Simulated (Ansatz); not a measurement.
# CH₆BClGeO: a ladder of functionals and wavefunction methods

An exercise on one series of results from a longer session: the logs are not shown, and one member is left open.

The runs use Ansatz 0.2.0, Gaussian basis; functionals in def2-TZVPP, the program's frozen cores in correlated methods.

The runs, in order: PBE-D4, r2SCAN-D4, PBE0-D4, B3LYP-D4, ωB97X-V, ωB97M-V, B2PLYP; CCSD(T)/def2-TZVPP; MP2/def2-QZVPP; extrapolation to the limit.

**The relaxed structure**

All runs share one geometry, relaxed beforehand with PBE0-D4 in a triple-zeta def2 set.

SMILES `OC[B](Cl)[GeH3]`, 11 atoms, charge 0, spin multiplicity 1.

Atoms are counted from 1 here; the program's logs count them from 0.

Bond lengths: O1–C2 1.415 Å, O1–H6 0.961 Å, C2–B3 1.562 Å, C2–H7 1.104 Å, C2–H8 1.098 Å, B3–Cl4 1.750 Å, B3–Ge5 2.071 Å, Ge5–H9 1.544 Å, Ge5–H10 1.538 Å, Ge5–H11 1.536 Å. Angles: C2–O1–H6 108.8°, O1–C2–B3 116.6°, O1–C2–H7 111.8°, O1–C2–H8 106.5°, B3–C2–H7 109.0°, B3–C2–H8 107.8°, H7–C2–H8 104.3°, C2–B3–Cl4 117.5°, C2–B3–Ge5 122.6°, Cl4–B3–Ge5 119.9°, B3–Ge5–H9 110.5°, B3–Ge5–H10 109.7°, B3–Ge5–H11 112.4°, H9–Ge5–H10 107.1°, H9–Ge5–H11 108.2°, H10–Ge5–H11 108.8°.

Coordinates:

```
O    -1.1288    1.5408   -0.3650
C    -0.8355    0.4059   -1.1582
B     0.1888   -0.6145   -0.5683
Cl    0.6247   -1.9870   -1.5620
Ge    1.0340   -0.3878    1.3089
H    -1.3982    1.2467    0.5089
H    -1.7514   -0.1345   -1.4564
H    -0.4247    0.7842   -2.1040
H    -0.0154    0.1278    2.3166
H     2.1559    0.6629    1.2486
H     1.6158   -1.7015    1.8515
```

The first run:

File in.yaml:

```yaml
crystal:
  periodic: [false, false, false]
  atoms:
    - {symbol: O, position_ang: [-1.128808, 1.540794, -0.364959]}
    - {symbol: C, position_ang: [-0.835499, 0.405880, -1.158246]}
    - {symbol: B, position_ang: [0.188845, -0.614503, -0.568301]}
    - {symbol: Cl, position_ang: [0.624736, -1.987033, -1.562030]}
    - {symbol: Ge, position_ang: [1.034042, -0.387844, 1.308865]}
    - {symbol: H, position_ang: [-1.398185, 1.246711, 0.508916]}
    - {symbol: H, position_ang: [-1.751373, -0.134455, -1.456410]}
    - {symbol: H, position_ang: [-0.424711, 0.784244, -2.103951]}
    - {symbol: H, position_ang: [-0.015410, 0.127791, 2.316603]}
    - {symbol: H, position_ang: [2.155870, 0.662913, 1.248588]}
    - {symbol: H, position_ang: [1.615791, -1.701497, 1.851524]}
basis:
  gaussian: {orbitals: def2-TZVPP}
hamiltonian: {xc: pbe, dispersion: d4}
output: {forces: true, orbitals: {seedname: orbitals}}
```

On the command line:

```sh
> ansatz run in.yaml --threads 4 --pin off --events-out ev --progress --plain --max-ram 10444MiB
```

Among the steps run: PBE-D4 (GGA); r2SCAN-D4 (meta-GGA); PBE0-D4 (hybrid); B3LYP-D4 (hybrid); ωB97X-V (range-separated); ωB97M-V (range-separated); B2PLYP (double hybrid); CCSD(T) in def2-TZVPP; MP2 in def2-QZVPP.

One table of the session follows, with a row left open; its other results are not shown here.

It belongs to the step «Atomisation energies». 

```
            method  atomisation energy (eV)
            PBE-D4                        ?
         r2SCAN-D4                   38.479
           PBE0-D4                   38.267
          B3LYP-D4                   38.054
           ωB97X-V                   38.373
           ωB97M-V                   38.258
            B2PLYP                   37.685
     HF/def2-TZVPP                   27.803
    MP2/def2-TZVPP                   37.885
   CCSD/def2-TZVPP                   36.770
CCSD(T)/def2-TZVPP                   37.350
           MP2/CBS                   38.761
       CCSD(T)/CBS                   38.226
```

**Question.** Estimate the row for PBE-D4.

As computed: atomisation energy (eV): 38.868. In the column «atomisation energy (eV)» it is the highest.

Caveats from the session: Free atoms (1 O, 1 C, 1 B, 1 Cl, 1 Ge, 6 H) were run apart at each level; the atomisation energy is their sum less the molecule, without zero-point or spin-orbit terms.
